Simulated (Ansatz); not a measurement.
# C₆H₁₂S: one species, many functionals

One table from this session's results is given with a row withheld; the runs are named, their logs left out.

The runs use Ansatz 0.2.0, Gaussian basis; functionals in def2-TZVPP.

Plan: PBE-D4, r2SCAN-D4, PBE0-D4, B3LYP-D4, ωB97X-V, ωB97M-V, B2PLYP.

## The geometry

An earlier PBE0-D4 in a triple-zeta def2 set relaxation fixed the geometry.

SMILES `SC1CCCCC1`, 19 atoms, charge 0, spin multiplicity 1.

Atoms are counted from 1 here; the program's logs count them from 0.

Bond lengths: S1–C2 1.820 Å, S1–H8 1.344 Å, C2–C3 1.532 Å, C2–C7 1.537 Å, C2–H9 1.094 Å, C3–C4 1.522 Å, C3–H10 1.095 Å, C3–H11 1.092 Å, C4–C5 1.534 Å, C4–H12 1.096 Å, C4–H13 1.093 Å, C5–C6 1.534 Å, C5–H14 1.094 Å, C5–H15 1.094 Å, C6–C7 1.519 Å, C6–H16 1.096 Å, C6–H17 1.093 Å, C7–H18 1.096 Å and more. Angles: C2–S1–H8 96.7°, S1–C2–C3 111.6°, S1–C2–C7 113.5°, S1–C2–H9 102.0°, C3–C2–C7 111.7°, C3–C2–H9 109.0°, C7–C2–H9 108.6°, C2–C3–C4 110.4°, C2–C3–H10 109.5°, C2–C3–H11 109.7°, C4–C3–H10 109.0°, C4–C3–H11 111.9°, H10–C3–H11 106.1°, C3–C4–C5 110.6°, C3–C4–H12 109.0°, C3–C4–H13 110.5°, C5–C4–H12 110.2°, C5–C4–H13 110.4° and more.

The first run:

The input, in.yaml:

```yaml
crystal:
  periodic: [false, false, false]
  atoms:
    - {symbol: S, position_ang: [-2.712035, 0.087245, 0.989275]}
    - {symbol: C, position_ang: [-1.199761, -0.641641, 0.286932]}
    - {symbol: C, position_ang: [-0.855176, -0.023124, -1.071148]}
    - {symbol: C, position_ang: [0.604138, -0.279651, -1.417129]}
    - {symbol: C, position_ang: [1.527549, 0.457369, -0.438812]}
    - {symbol: C, position_ang: [0.895718, 0.585180, 0.952633]}
    - {symbol: C, position_ang: [-0.000271, -0.606206, 1.246814]}
    - {symbol: H, position_ang: [-2.254066, 1.348029, 1.071252]}
    - {symbol: H, position_ang: [-1.497701, -1.684001, 0.137662]}
    - {symbol: H, position_ang: [-1.029150, 1.057727, -1.035425]}
    - {symbol: H, position_ang: [-1.530521, -0.413561, -1.835203]}
    - {symbol: H, position_ang: [0.796163, -1.357655, -1.379469]}
    - {symbol: H, position_ang: [0.814142, 0.029053, -2.444212]}
    - {symbol: H, position_ang: [1.759495, 1.453542, -0.827039]}
    - {symbol: H, position_ang: [2.481541, -0.073014, -0.366103]}
    - {symbol: H, position_ang: [0.301183, 1.503789, 1.012848]}
    - {symbol: H, position_ang: [1.671197, 0.681587, 1.716226]}
    - {symbol: H, position_ang: [0.582080, -1.526641, 1.122119]}
    - {symbol: H, position_ang: [-0.354546, -0.598027, 2.278768]}
basis:
  gaussian: {orbitals: def2-TZVPP}
hamiltonian: {xc: pbe, dispersion: d4}
output: {forces: true, orbitals: {seedname: orbitals}}
```

On the command line:

```console
$ ansatz run in.yaml --threads 2 --pin off --events-out ev --progress --plain --max-ram 32768MiB --backend cuda --devices 0, --max-vram 18GiB
```

Steps of the session up to this table: PBE-D4 (GGA); r2SCAN-D4 (meta-GGA); PBE0-D4 (hybrid); B3LYP-D4 (hybrid); ωB97X-V (range-separated); ωB97M-V (range-separated); B2PLYP (double hybrid).

One of the session's tables, all rows but one given; the rest of the session is left out.

It belongs to the step «Orbital energies across the functionals». 

| functional | HOMO (eV) | LUMO (eV) | gap (eV) |
| --- | --- | --- | --- |
| PBE-D4 | -5.40 | -0.37 | 5.03 |
| r2SCAN-D4 | -5.65 | 0.00 | 5.65 |
| PBE0-D4 | -6.64 | 0.55 | 7.19 |
| B3LYP-D4 | -6.40 | 0.27 | 6.67 |
| ωB97X-V | -9.05 | 2.53 | 11.58 |
| ωB97M-V | ? | ? | ? |

Q: Estimate the row for ωB97M-V from the others.

As computed: HOMO (eV): -8.89; LUMO (eV): 2.21; gap (eV): 11.10. In the column «HOMO (eV)» it lies between ωB97X-V (-9.05) and PBE0-D4 (-6.64).
